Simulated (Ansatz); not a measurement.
# C2H8N2OSi: the cost of one run

Method: RKS PBE0/6-31G, in Ansatz 0.2.0.

**1. Starting point**

Bond lengths: C1–N2 1.271 Å, N2–C3 1.472 Å, C3–N4 1.544 Å, C3–O5 1.393 Å, C3–Si6 1.980 Å, C1–H7 1.052 Å, C1–H8 1.138 Å, N4–H9 1.004 Å, N4–H10 1.014 Å, O5–H11 0.936 Å, Si6–H12 1.519 Å, Si6–H13 1.511 Å, Si6–H14 1.522 Å. Angles (14 of 20 angles, heavy atoms first): C1–N2–C3 117.4°, N2–C3–N4 103.3°, N2–C3–O5 116.1°, N2–C3–Si6 107.4°, N4–C3–O5 104.3°, N4–C3–Si6 108.2°, O5–C3–Si6 116.4°, N2–C1–H7 123.2°, N2–C1–H8 118.7°, C3–N4–H9 104.6°, C3–N4–H10 104.3°, C3–O5–H11 100.9°, C3–Si6–H12 110.8°, C3–Si6–H13 109.9°.

As a file:

```xyz
14

C    -0.5215   -2.1383   -0.2185
N     0.3920   -1.2819    0.0001
C     0.1096    0.1166   -0.3630
N     1.4943    0.6648   -0.7695
O    -0.6828    0.3088   -1.4925
Si   -0.4639    1.0508    1.2853
H    -0.4181   -3.1603    0.0081
H    -1.5081   -1.7836   -0.6601
H     2.1098    0.3691   -0.0334
H     1.3903    1.6715   -0.7153
H    -0.0422    0.2426   -2.1723
H     0.5787    0.9028    2.3801
H    -0.6633    2.5205    0.9990
H    -1.7878    0.4875    1.7809
```

**2. End point A**

File input.yaml:

```yaml
crystal:
  periodic: [false, false, false]
  atoms:
    - { symbol: C, position_ang: [-0.5215, -2.1383, -0.2185] }
    - { symbol: "N", position_ang: [0.392, -1.2819, 0.0001] }
    - { symbol: C, position_ang: [0.1096, 0.1166, -0.363] }
    - { symbol: "N", position_ang: [1.4943, 0.6648, -0.7695] }
    - { symbol: O, position_ang: [-0.6828, 0.3088, -1.4925] }
    - { symbol: Si, position_ang: [-0.4639, 1.0508, 1.2853] }
    - { symbol: H, position_ang: [-0.4181, -3.1603, 0.0081] }
    - { symbol: H, position_ang: [-1.5081, -1.7836, -0.6601] }
    - { symbol: H, position_ang: [2.1098, 0.3691, -0.0334] }
    - { symbol: H, position_ang: [1.3903, 1.6715, -0.7153] }
    - { symbol: H, position_ang: [-0.0422, 0.2426, -2.1723] }
    - { symbol: H, position_ang: [0.5787, 0.9028, 2.3801] }
    - { symbol: H, position_ang: [-0.6633, 2.5205, 0.999] }
    - { symbol: H, position_ang: [-1.7878, 0.4875, 1.7809] }
basis:
  gaussian: { orbitals: "6-31G" }
hamiltonian:
  xc: pbe0
relax:
  f_tol: 0.015
  max_steps: 40
```

Started as:

```bash
$ ansatz run input.yaml --threads 1 --pin off --max-ram 2048MiB --backend cpu --events-out ev --progress --plain --runs-dir out
```

Q: Estimate wall time and peak memory on 1 thread of an x86-64 CPU, shared host.

About 73 s, with a peak of 0.21 GiB.
